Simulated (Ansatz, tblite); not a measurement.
# Cu(NH3)(OH) (CuH₄NO): one state, many levels

One table from this session's results is given with a row withheld; the runs are named, their logs left out.

Computed with Ansatz 0.2.0, Gaussian basis. Level: as each input shows.

The runs, in order: GFN1-xTB, GFN2-xTB, PBE-D4/def2-TZVP, r2SCAN-D4/def2-TZVP, ωB97M-V/def2-TZVP, r2SCAN0-D4/def2-TZVP, ωB97X-V/def2-TZVP, B3LYP-D4/def2-TZVP, B2PLYP/def2-TZVP, revPBE-D4/def2-TZVP, r2SCANh-D4/def2-TZVP, PBE-D4/def2-SVP, PBE0-D4/def2-SVP, HF/STO-3G, PBE0-D4/def2-TZVPD, PBE-D4/def2-TZVPD, r2SCAN-D4/def2-TZVPD, CCSD(T)/def2-TZVPP, MP2/def2-TZVP, RPA/def2-TZVP.

## The structure

The singlet was relaxed beforehand with r2SCAN-D4/def2-TZVP.

7 atoms, charge 0, spin multiplicity 1.

Bond lengths: Cu1–N2 1.908 Å, Cu1–O6 1.771 Å, N2–H3 1.018 Å, N2–H4 1.017 Å, N2–H5 1.018 Å, O6–H7 0.964 Å. Angles: N2–Cu1–O6 175.5°, Cu1–N2–H3 110.8°, Cu1–N2–H4 111.7°, Cu1–N2–H5 111.8°, H3–N2–H4 107.3°, H3–N2–H5 107.4°, H4–N2–H5 107.5°, Cu1–O6–H7 110.3°.

Formally the metal is d10. No spin-orbit coupling is included.

PBE0-D4/def2-TZVP was run before; its log isn't repeated, and its numbers join the tables.

The first run:

Tight binding, by tblite at 300 K electronic temperature and without a spin-polarisation term:

```python
tblite.interface.Calculator('GFN1-xTB', numbers, positions, charge=0, uhf=0).singlepoint()
```

Tight binding, by tblite at 300 K electronic temperature and without a spin-polarisation term:

```python
tblite.interface.Calculator('GFN2-xTB', numbers, positions, charge=0, uhf=0).singlepoint()
```

start.molden holds the orbitals of an earlier run on this state, given as this run's starting guess.

Contents of in.yaml:

```yaml
crystal:
  periodic: [false, false, false]
  atoms:
    - {symbol: Cu, position_ang: [-0.033022, 0.060314, -0.689315]}
    - {symbol: N, position_ang: [-0.062211, 0.089116, 1.218326]}
    - {symbol: H, position_ang: [-0.492188, 0.945951, 1.561151]}
    - {symbol: H, position_ang: [0.875496, 0.042281, 1.610421]}
    - {symbol: H, position_ang: [-0.593154, -0.690600, 1.599727]}
    - {symbol: O, position_ang: [-0.078847, 0.152486, -2.457399]}
    - {symbol: H, position_ang: [0.383926, -0.599558, -2.842901]}
basis:
  gaussian: {orbitals: def2-TZVP, initial_orbitals: start.molden}
hamiltonian: {xc: pbe, dispersion: d4}
scf: {omitted_lower_state_checks: [starts]}
output: {orbitals: {seedname: orbitals}}
```

Launch:

```
$ ansatz run in.yaml --threads 4 --pin off --events-out ev --progress --plain --max-ram 3916MiB
```

Steps of the session up to this table: PBE-D4/def2-TZVP; r2SCAN-D4/def2-TZVP; ωB97M-V/def2-TZVP; r2SCAN0-D4/def2-TZVP; ωB97X-V/def2-TZVP; B3LYP-D4/def2-TZVP; B2PLYP/def2-TZVP; revPBE-D4/def2-TZVP; r2SCANh-D4/def2-TZVP; PBE-D4/def2-SVP; PBE0-D4/def2-SVP; HF/STO-3G; PBE0-D4/def2-TZVPD; PBE-D4/def2-TZVPD; r2SCAN-D4/def2-TZVPD; CCSD(T)/def2-TZVPP; MP2/def2-TZVP; RPA/def2-TZVP.

One of the session's tables, all rows but one given; the rest of the session is left out.

It belongs to the step «Levels side by side». 

```
               level  HOMO (eV)  LUMO (eV)  gap (eV)
           HF/STO-3G      -1.62       5.44      7.06
     PBE-D4/def2-SVP      -3.30      -0.96      2.34
    PBE-D4/def2-TZVP      -4.03      -1.33      2.71
   PBE-D4/def2-TZVPD      -4.30      -1.64      2.65
 revPBE-D4/def2-TZVP      -3.95      -1.28      2.67
 r2SCAN-D4/def2-TZVP          ?          ?         ?
r2SCAN-D4/def2-TZVPD      -4.44      -1.05      3.39
r2SCANh-D4/def2-TZVP      -4.87      -0.48      4.39
  B3LYP-D4/def2-TZVP      -5.42      -0.89      4.53
    PBE0-D4/def2-SVP      -4.98      -0.19      4.78
   PBE0-D4/def2-TZVP      -5.63      -0.53      5.11
  PBE0-D4/def2-TZVPD      -5.84      -0.94      4.91
r2SCAN0-D4/def2-TZVP      -5.82      -0.12      5.70
   ωB97X-V/def2-TZVP      -8.11       1.30      9.41
   ωB97M-V/def2-TZVP      -8.14       0.84      8.98
```

Q: Estimate the row for r2SCAN-D4/def2-TZVP from the others.

Worked estimate for «HOMO (eV)». Against the share of exact exchange, r2SCANh-D4/def2-TZVP (0.1, -4.87), r2SCAN0-D4/def2-TZVP (0.25, -5.82) give a slope of -6.33 per unit share; at 0 the line stands at -4.24.

The run gave: HOMO (eV): -4.22; LUMO (eV): -0.73; gap (eV): 3.49. In «HOMO (eV)» the line misses by -0.02.
